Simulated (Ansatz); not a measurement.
# CH7NO2Si: molecular dynamics

The plan is to follow the molecule's vibrations and see whether its bonds hold. The start is relaxed first. Runs: 489 steps of 1 fs under a Nosé-Hoover thermostat at 3000 K. SMILES of the start: C[Si](N)(O)O.

Method: RKS r2SCAN/STO-3G, in Ansatz 0.2.0.

## (1) Starting point

Bond lengths: Si1–N2 1.820 Å, N2–H3 1.060 Å, N2–H4 1.060 Å, Si1–O5 1.680 Å, O5–H6 1.010 Å, Si1–C7 1.869 Å, C7–H8 1.110 Å, C7–H9 1.110 Å, C7–H10 1.110 Å, Si1–O11 1.679 Å, O11–H12 1.010 Å. Angles (14 of 17 angles, heavy atoms first): N2–Si1–O5 109.4°, N2–Si1–C7 109.5°, N2–Si1–O11 109.5°, O5–Si1–C7 109.5°, O5–Si1–O11 109.5°, C7–Si1–O11 109.5°, Si1–N2–H3 120.0°, Si1–N2–H4 120.0°, Si1–O5–H6 109.5°, Si1–C7–H8 109.5°, Si1–C7–H9 109.5°, Si1–C7–H10 109.5°, Si1–O11–H12 109.5°, H3–N2–H4 120.0°.

Coordinates:

```xyz
12

Si    0.0000    0.0000    0.0000
N     0.0000    0.0000    1.8200
H    -0.8770   -0.2713    2.3500
H     0.8770    0.2713    2.3500
O     1.5842    0.0000   -0.5594
H     1.9006   -0.9521   -0.6761
C    -0.8808    1.5259   -0.6227
H    -1.9334    1.2723   -0.8671
H    -0.8624    2.3106    0.1622
H    -0.3704    1.9025   -1.5336
O    -0.7913   -1.3709   -0.5594
H    -1.2459   -1.8365    0.2129
```

## (2) Preparing the start

input.yaml reads:

```yaml
crystal:
  periodic: [false, false, false]
  atoms:
    - { symbol: Si, position_ang: [0.0, 0.0, 0.0] }
    - { symbol: "N", position_ang: [0.0, 0.0, 1.82] }
    - { symbol: H, position_ang: [-0.877, -0.2713, 2.35] }
    - { symbol: H, position_ang: [0.877, 0.2713, 2.35] }
    - { symbol: O, position_ang: [1.5842, 0.0, -0.5594] }
    - { symbol: H, position_ang: [1.9006, -0.9521, -0.6761] }
    - { symbol: C, position_ang: [-0.8808, 1.5259, -0.6227] }
    - { symbol: H, position_ang: [-1.9334, 1.2723, -0.8671] }
    - { symbol: H, position_ang: [-0.8624, 2.3106, 0.1622] }
    - { symbol: H, position_ang: [-0.3704, 1.9025, -1.5336] }
    - { symbol: O, position_ang: [-0.7913, -1.3709, -0.5594] }
    - { symbol: H, position_ang: [-1.2459, -1.8365, 0.2129] }
basis:
  gaussian: { orbitals: STO-3G }
hamiltonian:
  xc: r2scan
relax:
  f_tol: 0.02
  max_steps: 40
```

Run with:

```
ansatz run input.yaml --threads 1 --pin off --max-ram 2048MiB --backend cpu --events-out ev --progress --plain --runs-dir out
```

Output, shortened:

```text
Warning: RAYON_NUM_THREADS=1 ignored (pool sized by the plan → 1); use --threads N
[...]
Functional definition: r2SCAN
[...]
514 factors; integrals over basis functions are off by at most 1.1e-5 eV
[...]
mean field -14429.22685202 eV, -530.2643063304 hartree, gradient 8.5e-6 eV, S^2 0.000000; 0 other end points of the search recorded, 0 dependent functions left out
[...]
reference -14429.22685883 eV, -530.2643065807 hartree; 25, 25 occupied and 11, 11 virtual orbitals, 514 factors
relax step   1: F+E_penalty+E_count = -14429.22685202 eV  Δ(F+E_penalty+E_count) = +0.000e0 eV  max|allowed force component| = 3.148e0 eV/Å  Δτ_max = 0.0000 Å  (21 SCF iters, accepted)
[...]
relax step   4: F+E_penalty+E_count = -14429.74911885 eV  Δ(F+E_penalty+E_count) = -1.064e-1 eV  max|allowed force component| = 6.367e-1 eV/Å  Δτ_max = 0.2000 Å  (29 SCF iters, accepted)
[...]
relax step   7: F+E_penalty+E_count = -14429.81549572 eV  Δ(F+E_penalty+E_count) = -2.220e-2 eV  max|allowed force component| = 1.302e-1 eV/Å  Δτ_max = 0.1000 Å  (25 SCF iters, accepted)
[...]
relax step  10: F+E_penalty+E_count = -14429.82696246 eV  Δ(F+E_penalty+E_count) = +1.070e-3 eV  max|allowed force component| = 2.282e-1 eV/Å  Δτ_max = 0.0669 Å  (24 SCF iters, rejected (line search))
[...]
relax step  12: F+E_penalty+E_count = -14429.82889311 eV  Δ(F+E_penalty+E_count) = -3.957e-4 eV  max|allowed force component| = 5.610e-3 eV/Å  Δτ_max = 0.0250 Å  (25 SCF iters, accepted)
[...]
relax step  13: F+E_penalty+E_count = -14429.82904611 eV  Δ(F+E_penalty+E_count) = -1.530e-4 eV  max|allowed force component| = 3.435e-2 eV/Å  Δτ_max = 0.0398 Å  (25 SCF iters, accepted)
[...]
516 factors; integrals over basis functions are off by at most 3.6e-5 eV
mean field -14429.82916721 eV, -530.2864410055 hartree, gradient 2.2e-5 eV, S^2 0.000000; 0 other end points of the search recorded, 0 dependent functions left out
[...]
reference -14429.82917375 eV, -530.2864412457 hartree; 25, 25 occupied and 11, 11 virtual orbitals, 516 factors
```

## (3) The log goes on: start relaxed

The log, continued, shortened:

```text
relax step  14: F+E_penalty+E_count = -14429.82916721 eV  Δ(F+E_penalty+E_count) = -1.211e-4 eV  max|allowed force component| = 2.332e-2 eV/Å  Δτ_max = 0.0093 Å  (18 SCF iters, accepted)
[...]
relax step  16: F+E_penalty+E_count = -14429.82954070 eV  Δ(F+E_penalty+E_count) = -1.398e-4 eV  max|allowed force component| = 4.156e-2 eV/Å  Δτ_max = 0.0268 Å  (24 SCF iters, accepted)
[...]
relax step  18: F+E_penalty+E_count = -14429.82984508 eV  Δ(F+E_penalty+E_count) = -1.228e-4 eV  max|allowed force component| = 4.522e-2 eV/Å  Δτ_max = 0.0304 Å  (24 SCF iters, accepted)
[...]
relax step  20: F+E_penalty+E_count = -14429.83009588 eV  Δ(F+E_penalty+E_count) = -1.157e-4 eV  max|allowed force component| = 3.713e-2 eV/Å  Δτ_max = 0.0393 Å  (23 SCF iters, accepted)
[...]
Atom 2 at    -0.888127    -0.272016     2.211918 Å, force    -0.000689     0.000725     0.000074 eV/Å
Atom 3 at     0.582392     0.461840     2.213700 Å, force    -0.000131     0.000218    -0.000096 eV/Å
Atom 4 at     1.510281    -0.037012    -0.588740 Å, force    -0.001147    -0.000053     0.001148 eV/Å
Atom 5 at     1.951194    -0.802621    -0.078063 Å, force     0.000138     0.000598    -0.000727 eV/Å
Atom 6 at    -0.854347     1.562821    -0.592639 Å, force    -0.001606     0.005942    -0.002373 eV/Å
Atom 7 at    -1.904238     1.642196    -0.290175 Å, force     0.008852     0.001038    -0.003145 eV/Å
Atom 8 at    -0.324031     2.438012    -0.201492 Å, force    -0.005794    -0.007044    -0.004415 eV/Å
Atom 9 at    -0.819563     1.616677    -1.686448 Å, force    -0.001294     0.000656     0.009616 eV/Å
Atom 10 at    -1.084527    -1.280226    -0.587084 Å, force     0.000605    -0.000025     0.000977 eV/Å
Atom 11 at    -0.744380    -2.109493    -0.099260 Å, force     0.000020     0.000420    -0.000060 eV/Å
Dipole moment:    -0.030446     0.060048     0.316749 e Å
```

Run time: 1.7 min. Hardware: 1 thread of Arm Neoverse V2, shared host; peak memory 0.16 GiB.

The steps of the relaxation:

| step | energy from step 1 (eV) | largest force component (eV/Å) |
| --- | --- | --- |
| 1 | 0.0000 | 3.1482 |
| 2 | -0.3064 | 1.5682 |
| 3 | -0.4159 | 1.2260 |
| 4 | -0.5223 | 0.6367 |
| 5x | -0.5029 | 1.3747 |
| 6 | -0.5664 | 0.3623 |
| 7 | -0.5886 | 0.1302 |
| 8 | -0.5984 | 0.0996 |
| 9 | -0.6012 | 0.0557 |
| 10x | -0.6001 | 0.2282 |
| 11 | -0.6016 | 0.0529 |
| 12 | -0.6020 | 0.0056 |
| 13 | -0.6022 | 0.0343 |
| 14 | -0.6023 | 0.0233 |
| 15 | -0.6025 | 0.0414 |
| 16 | -0.6027 | 0.0416 |
| 17 | -0.6029 | 0.0428 |
| 18 | -0.6030 | 0.0452 |
| 19 | -0.6031 | 0.0333 |
| 20 | -0.6032 | 0.0371 |
| 21 | -0.6033 | 0.0233 |
| 22 | -0.6034 | 0.0083 |
| 23 | -0.6034 | 0.0213 |
| 24 | -0.6035 | 0.0096 |

Step 1 is the start. 2 steps were tried and not accepted (5, 10; marked x where the table lists them).

After: Bond lengths: Si1–N2 1.786 Å, N2–H3 1.052 Å, N2–H4 1.052 Å, Si1–O5 1.705 Å, O5–H6 1.020 Å, Si1–C7 1.872 Å, C7–H8 1.095 Å, C7–H9 1.096 Å, C7–H10 1.096 Å, Si1–O11 1.705 Å, O11–H12 1.020 Å. Angles (14 of 17 angles, heavy atoms first): N2–Si1–O5 105.5°, N2–Si1–C7 119.6°, N2–Si1–O11 105.6°, O5–Si1–C7 105.8°, O5–Si1–O11 115.1°, C7–Si1–O11 105.7°, Si1–N2–H3 109.4°, Si1–N2–H4 109.4°, Si1–O5–H6 103.3°, Si1–C7–H8 111.5°, Si1–C7–H9 111.6°, Si1–C7–H10 110.5°, Si1–O11–H12 103.4°, H3–N2–H4 102.7°.

## (4) Dynamics

489 steps of 1 fs under a Nosé-Hoover thermostat at 3000 K, from the relaxed start.

input.yaml reads:

```yaml
crystal:
  periodic: [false, false, false]
  atoms:
    - { symbol: Si, position_ang: [-0.086055, -0.033796, 0.010386] }
    - { symbol: "N", position_ang: [0.062001, -0.334582, 1.764696] }
    - { symbol: H, position_ang: [-0.888127, -0.272016, 2.211918] }
    - { symbol: H, position_ang: [0.582392, 0.46184, 2.2137] }
    - { symbol: O, position_ang: [1.510281, -0.037012, -0.58874] }
    - { symbol: H, position_ang: [1.951194, -0.802621, -0.078063] }
    - { symbol: C, position_ang: [-0.854347, 1.562821, -0.592639] }
    - { symbol: H, position_ang: [-1.904238, 1.642196, -0.290175] }
    - { symbol: H, position_ang: [-0.324031, 2.438012, -0.201492] }
    - { symbol: H, position_ang: [-0.819563, 1.616677, -1.686448] }
    - { symbol: O, position_ang: [-1.084527, -1.280226, -0.587084] }
    - { symbol: H, position_ang: [-0.74438, -2.109493, -0.09926] }
basis:
  gaussian: { orbitals: STO-3G }
hamiltonian:
  xc: r2scan
md:
  timestep: 1.0
  n_steps: 489
  ensemble: nvt_nose_hoover
  temperature: 3000.0
  initial_velocities: maxwell_boltzmann
  seed: 756181
  nose_hoover: { tau: 1.0, chain_length: 1 }
```

Run with:

```
ansatz run input.yaml --threads 1 --pin off --max-ram 2048MiB --backend cpu --events-out ev --progress --plain --runs-dir out
```

Output, shortened:

```text
Warning: RAYON_NUM_THREADS=1 ignored (pool sized by the plan → 1); use --threads N
[...]
[... 1 set-up line as earlier in the session ...]
[...]
517 factors; integrals over basis functions are off by at most 1.0e-5 eV
[...]
mean field -14429.83031442 eV, -530.2864831646 hartree, gradient 7.4e-6 eV, S^2 0.000000; 0 other end points of the search recorded, 0 dependent functions left out
[...]
reference -14429.83032095 eV, -530.2864834045 hartree; 25, 25 occupied and 11, 11 virtual orbitals, 517 factors
md step     0: t =     0.00 fs  T =  3000.0 K  F+E_penalty+E_count = -14429.83031442 eV  E_kin = 3.877800 eV  conserved = -14425.95251445 eV  (22 SCF iters)
[...]
md step    20: t =    20.00 fs  T =  1692.7 K  F+E_penalty+E_count = -14426.07111141 eV  E_kin = 2.187941 eV  conserved = -14425.78652758 eV  (26 SCF iters)
[...]
md step    40: t =    40.00 fs  T =  1881.9 K  F+E_penalty+E_count = -14425.74564704 eV  E_kin = 2.432536 eV  conserved = -14425.84765776 eV  (27 SCF iters)
[...]
md step    60: t =    60.00 fs  T =  3172.6 K  F+E_penalty+E_count = -14427.86639597 eV  E_kin = 4.100943 eV  conserved = -14425.96118957 eV  (26 SCF iters)
[...]
md step    79: t =    79.00 fs  T =  3133.1 K  F+E_penalty+E_count = -14426.85218206 eV  E_kin = 4.049907 eV  conserved = -14425.90537572 eV  (27 SCF iters)
md step    80: t =    80.00 fs  T =  5816.3 K  F+E_penalty+E_count = -14427.38642090 eV  E_kin = 7.518173 eV  conserved = -14425.95111056 eV  (26 SCF iters)
```

## (5) The output, continued: dynamics from the start

The log, continued, shortened:

```text
md step    81: t =    81.00 fs  T =  2330.2 K  F+E_penalty+E_count = -14426.89639662 eV  E_kin = 3.011953 eV  conserved = -14425.91493981 eV  (27 SCF iters)
[...]
md step   107: t =   107.00 fs  T =  1895.5 K  F+E_penalty+E_count = -14425.94271089 eV  E_kin = 2.450086 eV  conserved = -14425.81244652 eV  (27 SCF iters)
[...]
md step   133: t =   133.00 fs  T =  3790.2 K  F+E_penalty+E_count = -14425.28240886 eV  E_kin = 4.899184 eV  conserved = -14425.83459411 eV  (27 SCF iters)
[...]
md step   159: t =   159.00 fs  T =  4807.6 K  F+E_penalty+E_count = -14427.74871226 eV  E_kin = 6.214358 eV  conserved = -14425.90851922 eV  (27 SCF iters)
[...]
md step   184: t =   184.00 fs  T =  3953.5 K  F+E_penalty+E_count = -14427.16685444 eV  E_kin = 5.110248 eV  conserved = -14425.86700787 eV  (26 SCF iters)
md step   185: t =   185.00 fs  T =  2678.5 K  F+E_penalty+E_count = -14426.52606959 eV  E_kin = 3.462272 eV  conserved = -14425.83464608 eV  (27 SCF iters)
```

## (6) The output, continued: dynamics from the start

Output, continued, shortened:

```text
md step   186: t =   186.00 fs  T =  2260.1 K  F+E_penalty+E_count = -14426.32232451 eV  E_kin = 2.921411 eV  conserved = -14425.84039390 eV  (27 SCF iters)
[...]
md step   206: t =   206.00 fs  T =  1827.6 K  F+E_penalty+E_count = -14424.07231982 eV  E_kin = 2.362305 eV  conserved = -14425.76454559 eV  (27 SCF iters)
[...]
md step   226: t =   226.00 fs  T =  2532.9 K  F+E_penalty+E_count = -14427.19481678 eV  E_kin = 3.273989 eV  conserved = -14425.86339206 eV  (25 SCF iters)
[...]
md step   246: t =   246.00 fs  T =  4249.8 K  F+E_penalty+E_count = -14427.00379832 eV  E_kin = 5.493313 eV  conserved = -14425.81584490 eV  (27 SCF iters)
[...]
md step   487: t =   487.00 fs  T =  3951.8 K  F+E_penalty+E_count = -14426.72478206 eV  E_kin = 5.108132 eV  conserved = -14425.74491962 eV  (27 SCF iters)
[...]
Atom 2 at    -0.358868     0.159791     2.547553 Å, force    -1.452450     0.675806    -1.172336 eV/Å
Atom 3 at     1.051761     0.009979     2.301128 Å, force     4.788852    -2.050370     0.363047 eV/Å
Atom 4 at     1.345562    -0.884626    -0.368169 Å, force     1.253207     1.822941    -4.131814 eV/Å
Atom 5 at     1.615158    -0.477500    -1.417759 Å, force    -1.190497    -1.606242     4.003464 eV/Å
Atom 6 at    -0.532025     1.432098    -1.117248 Å, force    -0.102792    -6.454389    -7.935481 eV/Å
Atom 7 at    -1.464123     1.768127    -1.701105 Å, force    -0.200805    -2.538625     1.608742 eV/Å
Atom 8 at    -0.334011     2.344599    -0.906096 Å, force     3.598985     7.646167     2.867599 eV/Å
Atom 9 at     0.138309     1.177495    -2.220885 Å, force    -1.824534     1.038793     4.338679 eV/Å
Atom 10 at    -1.479339    -1.135468    -0.280243 Å, force     2.910457     0.258359     1.393719 eV/Å
Atom 11 at    -2.197285    -0.499191    -0.569510 Å, force    -0.635178     0.971491    -0.267441 eV/Å
Dipole moment:    -0.064719     0.211402    -0.079189 e Å
```

Wall time 31 min (1 thread of Arm Neoverse V2, shared host); peak memory 0.11 GiB.

## (7) Frames and traces

The trajectory, every 25 steps (energies from step 0):

| time (fs) | T (K) | potential energy change (meV/atom) | conserved energy change (meV/atom) |
| --- | --- | --- | --- |
| 0.0 | 3000 | 0.0 | 0.00 |
| 25.0 | 2765 | 412.6 | 10.73 |
| 50.0 | 2941 | 381.8 | 13.52 |
| 75.0 | 4125 | 254.6 | 5.89 |
| 100.0 | 4100 | 180.1 | 6.04 |
| 125.0 | 4102 | 235.8 | 7.01 |
| 150.0 | 4781 | 368.7 | 12.82 |
| 175.0 | 4074 | 191.5 | 3.77 |
| 200.0 | 4874 | 338.8 | 6.70 |
| 225.0 | 3597 | 184.1 | 2.00 |
| 250.0 | 3636 | 288.0 | 6.96 |
| 275.0 | 3813 | 469.3 | 10.77 |
| 300.0 | 2960 | 241.6 | 7.80 |
| 325.0 | 1872 | 233.8 | 6.23 |
| 350.0 | 3103 | 327.6 | 14.39 |
| 375.0 | 3264 | 367.8 | 10.64 |
| 400.0 | 2505 | 239.6 | 14.94 |
| 425.0 | 3503 | 274.3 | 14.93 |
| 450.0 | 4110 | 417.6 | 9.12 |
| 475.0 | 2601 | 327.0 | 22.31 |
| 489.0 | 2474 | 291.0 | 23.12 |

time (fs), T (K) and a bar:
```
      0.0       3000 ############
     21.0       3951 #######################
     43.0       4407 ############################
     64.0       4249 ##########################
     85.0       3270 ###############
    106.0       2537 #######
    128.0       1938 
    149.0       2028 #
    170.0       2308 ####
    191.0       3038 #############
    213.0       4577 ##############################
    234.0       3371 ################
    255.0       3759 #####################
    276.0       3046 #############
    298.0       2514 #######
    319.0       3607 ###################
    340.0       3024 ############
    361.0       2812 ##########
    383.0       3118 #############
    404.0       2730 #########
    425.0       3503 ##################
    446.0       2811 ##########
    468.0       2351 #####
    489.0       2474 ######
```

Maxima of the velocity power spectrum (cm⁻¹, relative height; resolution about 140 cm⁻¹): 270 (100), 560 (55), 3550 (30).

## (8) Positions and forces

Positions (Å) and forces (eV/Å):

```xyz
12
time_fs=61.0 T=1354 dE=2.2871
Si   -0.081   -0.026    0.022   -3.270    1.619   -1.429
N     0.091   -0.357    1.673    2.845   -1.263    0.369
H    -0.097    0.011    2.602   -0.993    0.905    0.384
H     1.139   -0.547    1.661   -0.697    0.039    0.721
O     1.573   -0.065   -0.329   -1.359    4.074    4.205
H     1.823   -0.691   -0.952    1.392   -4.416   -4.530
C    -0.830    1.540   -0.879    7.829   -3.558   -0.680
H    -1.661    1.864   -0.419   -4.416    1.283    0.928
H     0.017    2.250   -0.680   -1.105   -0.058   -1.045
H    -0.726    1.032   -1.899   -1.382    2.123    1.045
O    -1.316   -1.167   -0.458    1.161    1.679   -0.739
H    -0.820   -1.921   -0.051   -0.004   -2.426    0.771
12
time_fs=122.0 T=3279 dE=2.2164
Si   -0.007   -0.119    0.058   -2.128    1.170    1.488
N    -0.360    0.453    1.945   -0.200   -0.996   -2.259
H     0.591    0.779    2.203    1.386    0.840    0.297
H    -0.446   -0.275    2.707   -0.075   -1.149   -0.338
O     1.460   -0.605   -0.740    0.185    0.617    0.241
H     1.731    0.200   -1.320   -0.070   -0.159    0.371
C    -0.762    1.547   -0.487    6.811    2.630    7.339
H    -1.296    2.026    0.371   -0.582   -1.225   -0.957
H     0.131    2.331   -0.473   -1.800   -1.915   -0.990
H    -1.219    1.560   -1.345   -3.466    0.342   -6.048
O    -0.965   -1.359   -0.677    1.834   -0.966   -0.876
H    -0.171   -1.739   -1.333   -1.896    0.811    1.732
12
time_fs=183.0 T=3293 dE=2.2443
Si   -0.132    0.073   -0.080    1.495   -4.207    1.275
N    -0.172   -0.188    1.714    3.289    0.635    4.390
H     0.821   -0.734    2.010   -2.893   -0.121   -2.251
H     0.349    0.617    2.255   -2.034    0.824   -0.889
O     1.559   -0.257   -0.192    0.165    0.534   -1.689
H     1.697   -1.212    0.117   -0.379   -0.244    0.080
C    -0.528    1.535   -1.079    0.117   -0.759   -1.659
H    -1.394    1.894   -0.684   -4.260    0.732    1.202
H    -0.019    2.431   -0.979    3.028    1.791    0.332
H    -0.716    1.433   -2.154    0.204   -0.718    0.222
O    -1.162   -1.357   -0.352   -0.318    0.916    0.034
H    -1.808   -1.414    0.489    1.586    0.618   -1.047
12
time_fs=244.0 T=2023 dE=2.1634
Si   -0.043   -0.155    0.098    0.624    5.399   -0.086
N    -0.308    0.266    2.071    0.933   -2.040   -2.251
H    -0.379    1.305    2.127   -1.428    1.585   -1.013
H     0.723    0.366    2.244    1.483   -1.174    0.785
O     1.565   -0.540   -0.531   -0.792   -1.747    1.887
H     1.897    0.191   -1.129   -0.482    1.137   -0.264
C    -0.635    1.423   -0.916   -1.759   -4.237    3.216
H    -1.694    1.246   -1.185    0.815    0.706   -0.127
H    -0.413    2.251   -0.363   -0.398    3.287    2.121
H     0.036    1.477   -1.662    2.155    0.021   -4.366
O    -1.145   -1.100   -0.674   -0.632   -2.230    0.410
H    -0.911   -2.028   -0.330   -0.517   -0.708   -0.311
12
time_fs=306.0 T=3514 dE=2.9122
Si   -0.181   -0.057    0.020   -0.918    2.036    0.920
N     0.022    0.292    1.673    6.287   -0.899   -1.305
H     1.114    0.210    2.049   -4.750   -0.010   -0.921
H    -0.702    0.361    2.297   -2.784    0.526    3.734
O     1.407   -0.649   -0.073    0.126    0.790   -3.144
H     1.335   -0.620   -1.129    1.673   -0.867    0.928
C    -0.684    1.689   -0.738    4.086   -0.396    7.655
H    -1.086    1.497   -1.602   -3.469   -0.202   -6.117
H    -1.076    2.510   -0.023    0.218   -2.077   -1.670
H     0.377    1.878   -0.872    0.308    1.448   -0.807
O    -0.978   -1.330   -0.840   -0.419    3.038   -1.820
H    -0.992   -1.919   -0.085   -0.359   -3.388    2.547
12
time_fs=367.0 T=3526 dE=4.7999
Si    0.071   -0.045    0.083   -2.900    1.042    0.245
N    -0.299   -0.274    2.040    2.449   -2.014   -4.072
H    -0.439    0.670    2.387   -0.954    2.241    0.723
H    -1.250   -0.664    1.779   -0.606    0.394    0.609
O     1.709   -0.136   -0.598   -2.168    2.479    1.655
H     1.778   -1.083   -0.711    1.266   -4.346   -0.479
C    -0.276    1.369   -1.233   -4.440   -1.811    1.791
H     0.182    1.035   -2.123    2.592    1.576   -1.379
H    -1.241    1.064   -1.644   -1.486   -3.125    0.133
H    -0.921    2.244   -1.140    2.908    2.817    0.765
O    -1.610   -0.985   -0.180    4.228   -0.736   -2.031
H    -1.340   -1.627   -1.034   -0.888    1.484    2.041
12
time_fs=428.0 T=3044 dE=3.0121
Si   -0.104   -0.080   -0.115    2.689    5.487    2.175
N     0.160    0.520    1.637   -2.230   -1.192    1.407
H    -0.686    1.190    1.980    1.662   -1.681   -1.032
H    -0.017   -0.380    2.298    0.359    1.947   -1.303
O     1.253   -1.154   -0.228    2.340    2.199   -0.625
H     2.149   -0.531   -0.221   -2.420   -1.406    0.087
C    -0.568    1.974   -0.742   -3.520   -7.943    2.033
H    -0.137    2.442    0.096   -0.954    1.356    1.823
H    -0.062    2.230   -1.546    3.018    1.460   -5.214
H    -1.648    1.669   -1.041    1.715    2.204    1.552
O    -1.076   -1.292   -0.459   -2.715   -2.949   -0.905
H    -2.051   -1.227   -0.209    0.055    0.518    0.002
12
time_fs=489.0 T=2474 dE=3.4921
Si   -0.061   -0.008    0.065   -2.751   -1.244    0.281
N     0.332    0.420    1.794   -4.394    1.480   -1.349
H    -0.359    0.160    2.548   -1.452    0.676   -1.172
H     1.052    0.010    2.301    4.789   -2.050    0.363
O     1.346   -0.885   -0.368    1.253    1.823   -4.132
H     1.615   -0.477   -1.418   -1.190   -1.606    4.003
C    -0.532    1.432   -1.117   -0.103   -6.454   -7.936
H    -1.464    1.768   -1.701   -0.201   -2.539    1.609
H    -0.334    2.345   -0.906    3.599    7.646    2.868
H     0.138    1.177   -2.221   -1.825    1.039    4.339
O    -1.479   -1.135   -0.280    2.910    0.258    1.394
H    -2.197   -0.499   -0.570   -0.635    0.972   -0.267
```

## (9) What came out

| quantity | value |
| --- | --- |
| relaxation of the start | 21 moves, 0.603 eV lower |
| length | 489 steps of 1 fs |
| temperature, first and last step | 3000 and 2474 K |
| temperature, second half | mean 3001 K, from 1760 to 4628 K |
| potential energy, second half | +325 meV/atom from the start |
| largest change of the conserved energy | 31.84 meV/atom |
| bonds formed or broken | 0 |

Against a set 3000 K the second half averages 3001 K with a spread of 550 K. A thermostat time of 1 fs is as short as the fastest vibrations or shorter, so the thermostat can drive swings of its own. The conserved energy strays from its start by at most 31.84 meV/atom, 9.8 % of the mean kinetic energy, which is poor: the step of 1 fs is too long for the fastest motion. No bond forms or breaks. 489 fs on 12 atoms is far too short and small for converged averages. The nuclei move classically, without zero-point motion, which matters most for hydrogen. The basis is very small, so the numbers are rough.
